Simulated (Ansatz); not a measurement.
# BClH4O2: the cost of one run

Method: RKS PBE0/def2-SVP, in Ansatz 0.2.0.

**1. Starting point**

Bond lengths: B1–Cl3 1.860 Å, B1–O4 1.410 Å, O4–H5 1.010 Å, B1–O6 1.710 Å, O6–H7 1.010 Å. Angles: Cl3–B1–O4 120.0°, Cl3–B1–O6 88.5°, O4–B1–O6 110.0°, B1–O4–H5 109.5°, B1–O6–H7 109.5°.

As a file:

```xyz
8

B     0.0000    0.0000    0.0000
H     0.0000    0.0000    1.5400
Cl    1.6108    0.0000   -0.9300
O    -1.2211    0.0000   -0.7050
H    -1.7308   -0.8467   -0.4965
O     0.3647    1.5813    0.5392
H     1.1213    1.5436    1.2072
H     0.1936    0.8393    1.5370
```

**2. Pulling towards end A**

Springs on the bonds that form and break draw the guess towards this end; the thresholds are loose.

input.yaml

```yaml
crystal:
  periodic: [false, false, false]
  atoms:
    - { symbol: B, position_ang: [0.0, 0.0, 0.0] }
    - { symbol: H, position_ang: [0.0, 0.0, 1.54] }
    - { symbol: Cl, position_ang: [1.6108, 0.0, -0.93] }
    - { symbol: O, position_ang: [-1.2211, 0.0, -0.705] }
    - { symbol: H, position_ang: [-1.7308, -0.8467, -0.4965] }
    - { symbol: O, position_ang: [0.3647, 1.5813, 0.5392] }
    - { symbol: H, position_ang: [1.1213, 1.5436, 1.2072] }
    - { symbol: H, position_ang: [0.1936, 0.8393, 1.537] }
basis:
  gaussian: { orbitals: def2-SVP }
hamiltonian:
  xc: pbe0
relax:
  f_tol: 0.15
  max_steps: 25
  restrain:
    - { distance: [0, 5], at: 2.61, k: 30.0 }
    - { distance: [7, 1], at: 1.86, k: 30.0 }
    - { distance: [0, 1], at: 1.19, k: 30.0 }
    - { distance: [7, 5], at: 1.01, k: 30.0 }
```

Launch:

```console
$ ansatz run input.yaml --threads 1 --pin off --max-ram 2048MiB --backend cpu --events-out ev --progress --plain --runs-dir out
```

**Question.** How long does this run take on 1 thread of Arm Neoverse V1, shared host, and how much memory does it need?

About 29 s, with a peak of 0.15 GiB.
